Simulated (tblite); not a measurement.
# C12H36S4Si5: the cost of one run

Computed with tblite 0.8.0 and PySCF 2.14.0 and routines of our own; the level stands in each step. Atoms count from 0.

### Step 1. The system as given

57 atoms, charge 0, multiplicity 1; geometry from: force field, distance geometry or constructed start.

### Step 2. Optimising the geometry with GFN2-xTB

The job: settings as JSON, then the geometry in Å.

```
{"job": {"kind": "relax", "xc": "GFN2-xTB", "basis": "xTB"}, "charge": 0, "multiplicity": 1}
C     -6.098700     2.089500    -1.547700
Si    -5.418700     0.728400    -0.465000
C     -6.714900    -0.586800    -0.249000
C     -4.911300     1.463500     1.161500
S     -3.757100    -0.095200    -1.548200
Si    -2.630100    -1.241400    -0.160500
C     -3.716000    -2.294900     0.912700
C     -1.511800    -2.381900    -1.114600
S     -1.461500    -0.008100     1.132000
Si    -0.366200     1.327700    -0.124300
C     -1.436400     2.806000    -0.501700
C      0.277700     0.591000    -1.680000
S      1.209600     2.107400     1.116900
Si     2.697300     0.560800     1.211700
C      3.800900     1.053700     2.622000
C      1.961600    -1.105000     1.513300
S      3.741800     0.619100    -0.649600
Si     5.597000    -0.413900    -0.336800
C      6.790200     0.717100     0.543400
C      6.270000    -0.779800    -2.046100
C      5.365200    -2.007000     0.574600
H     -6.974700     2.557500    -1.073100
H     -5.349700     2.874000    -1.709000
H     -6.419800     1.693100    -2.519600
H     -7.642300    -0.143700     0.144800
H     -6.966100    -1.059100    -1.204500
H     -6.407600    -1.365100     0.444500
H     -4.587400     0.698700     1.883500
H     -5.752100     1.989800     1.622000
H     -4.097900     2.182300     1.049700
H     -3.108600    -2.996600     1.501300
H     -4.410500    -2.890000     0.312400
H     -4.302400    -1.705400     1.623400
H     -1.004200    -1.884000    -1.937800
H     -0.752100    -2.827600    -0.471600
H     -2.095700    -3.202800    -1.553100
H     -2.260700     2.552700    -1.172200
H     -1.858100     3.236800     0.411600
H     -0.849400     3.587600    -0.992300
H     -0.529700     0.406500    -2.395000
H      0.976400     1.272000    -2.175900
H      0.809400    -0.358300    -1.513400
H      4.344600     1.979700     2.406000
H      4.542900     0.271700     2.842400
H      3.218000     1.207200     3.538800
H      1.424100    -1.484100     0.630500
H      1.271300    -1.090400     2.352000
H      2.731700    -1.840700     1.754900
H      7.793800     0.274100     0.558300
H      6.866000     1.684000     0.037500
H      6.496300     0.890600     1.580300
H      7.237300    -1.293400    -1.981200
H      5.578200    -1.423000    -2.606400
H      6.411000     0.140100    -2.622000
H      6.286500    -2.606800     0.540200
H      5.128100    -1.847100     1.628400
H      4.576400    -2.618400     0.125100
```

Launch:

```
$ OMP_NUM_THREADS=2 python large_run.py task.json out
```

This one command runs all jobs of the session in turn.

**Question.** How long does this first job take on 2 threads of Arm Neoverse N1, shared host, and how much memory does it need?

About 13 s, with a peak of 0.18 GiB.
